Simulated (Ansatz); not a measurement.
# ClH₂InO₂: how energies converge with the basis set

An exercise on one series of results from a longer session: the logs are not shown, and one member is left open.

Method: one geometry, several basis sets; program: Ansatz 0.2.0, Gaussian basis.

The runs, in order: PBE0-D4/def2-SVP; ωB97M-V/def2-SVP; PBE0-D4/def2-QZVPP; ωB97M-V/def2-QZVPP; the functionals' def2-TZVPP values are taken from earlier runs.

## The geometry

An earlier PBE0-D4 in a triple-zeta def2 set relaxation fixed the geometry. In takes the def2 core potential; no spin-orbit term is included.

SMILES `[OH][In]([OH])[Cl]`, 6 atoms, charge 0, spin multiplicity 1.

Atoms are counted from 1 here; the program's logs count them from 0.

Bond lengths: O1–In2 1.972 Å, O1–H5 0.961 Å, In2–O3 1.972 Å, In2–Cl4 2.292 Å, O3–H6 0.961 Å. Angles: In2–O1–H5 113.0°, O1–In2–O3 123.4°, O1–In2–Cl4 118.3°, O3–In2–Cl4 118.3°, In2–O3–H6 113.0°.

As a file:

```
atom    x (Å)    y (Å)    z (Å)
  O1  -0.6147   1.4350  -0.8303
 In2  -0.2308  -0.4249  -0.3005
  O3   0.9470  -0.9021   1.2068
 Cl4  -1.2040  -2.1194  -1.4987
  H5  -0.1724   2.0823  -0.2749
  H6   1.3169  -0.1349   1.6515
```

Set-up of the first run:

File in.yaml:

```yaml
crystal:
  periodic: [false, false, false]
  atoms:
    - {symbol: O, position_ang: [-0.614669, 1.434997, -0.830264]}
    - {symbol: In, position_ang: [-0.230838, -0.424886, -0.300548]}
    - {symbol: O, position_ang: [0.947021, -0.902054, 1.206782]}
    - {symbol: Cl, position_ang: [-1.203966, -2.119400, -1.498699]}
    - {symbol: H, position_ang: [-0.172387, 2.082332, -0.274854]}
    - {symbol: H, position_ang: [1.316940, -0.134891, 1.651482]}
basis:
  gaussian: {orbitals: def2-SVP}
hamiltonian: {xc: pbe0, dispersion: d4}
output: {orbitals: {seedname: orbitals}}
```

Steps of the session up to this table: PBE0-D4 in def2-SVP; ωB97M-V in def2-SVP; PBE0-D4 in def2-QZVPP; ωB97M-V in def2-QZVPP.

One of the session's tables, all rows but one given; the rest of the session is left out.

It belongs to the step «Density functionals: the series». 

| functional | basis | HOMO (eV) | LUMO (eV) |
| --- | --- | --- | --- |
| PBE0-D4 | def2-SVP | ? | ? |
| PBE0-D4 | def2-TZVPP | -8.91 | -2.24 |
| PBE0-D4 | def2-QZVPP | -8.95 | -2.33 |
| ωB97M-V | def2-SVP | -10.95 | -0.01 |
| ωB97M-V | def2-TZVPP | -11.22 | -0.34 |
| ωB97M-V | def2-QZVPP | -11.28 | -0.57 |

**Question.** Estimate the row for PBE0-D4, def2-SVP.

As computed: HOMO (eV): -8.62; LUMO (eV): -2.02. In the column «HOMO (eV)» it is the highest.
